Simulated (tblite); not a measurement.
# CH12GeOSi3: the cost of one run

Programs: tblite 0.8.0 and PySCF 2.14.0, with density-fitted response routines of our own. Each step states its level of theory. These are calculated values for one molecule, in the gas phase or a continuum, unless marked as measured. Atoms are numbered from 0 throughout.

### 1 The starting structure

18 atoms, charge 0, multiplicity 1; geometry from: force field or distance geometry start.

Bonds of the start (Å): Si0–C1 1.87, C1–Si2 1.85, C1–Si3 1.87, Si3–O4 1.71, O4–Ge5 1.78, Si0–H6 1.48, Si0–H7 1.46, Si0–H8 1.47, C1–H9 1.12, Si2–H10 1.47, Si2–H11 1.48, Si2–H12 1.46, Si3–H13 1.48, Si3–H14 1.47, Ge5–H15 1.56, Ge5–H16 1.56, Ge5–H17 1.55.

### 2 Relaxing the molecule with GFN2-xTB

What the job is given:

```
{"job": {"kind": "relax", "xc": "GFN2-xTB", "basis": "xTB"}, "charge": 0, "multiplicity": 1}
Si    -1.854200    -1.462100     0.065100
C     -1.284900     0.250700     0.548500
Si    -1.623600     1.450100    -0.819500
Si     0.554000     0.216200     0.901800
O      1.402200    -0.290400    -0.492900
Ge     3.128800    -0.285300    -0.042000
H     -3.308800    -1.423000    -0.198400
H     -1.149600    -1.887500    -1.144600
H     -1.580300    -2.408200     1.158200
H     -1.824700     0.566400     1.476300
H     -1.177900     2.792700    -0.431100
H     -3.083100     1.486600    -1.082700
H     -0.930000     1.034000    -2.031200
H      0.811100    -0.736600     2.007600
H      0.984600     1.565700     1.312700
H      3.374500    -1.279400     1.136700
H      3.569600     1.145700     0.388400
H      3.983600    -0.729100    -1.257900
```

Run with:

```sh
> OMP_NUM_THREADS=1 python probes_run.py task.json out
```

This one command runs all jobs of the session in turn.

**Question.** How long does this first job take on 1 thread of Arm Neoverse N1, shared host, and how much memory does it need?

About 2.1 s, with a peak of 0.18 GiB.
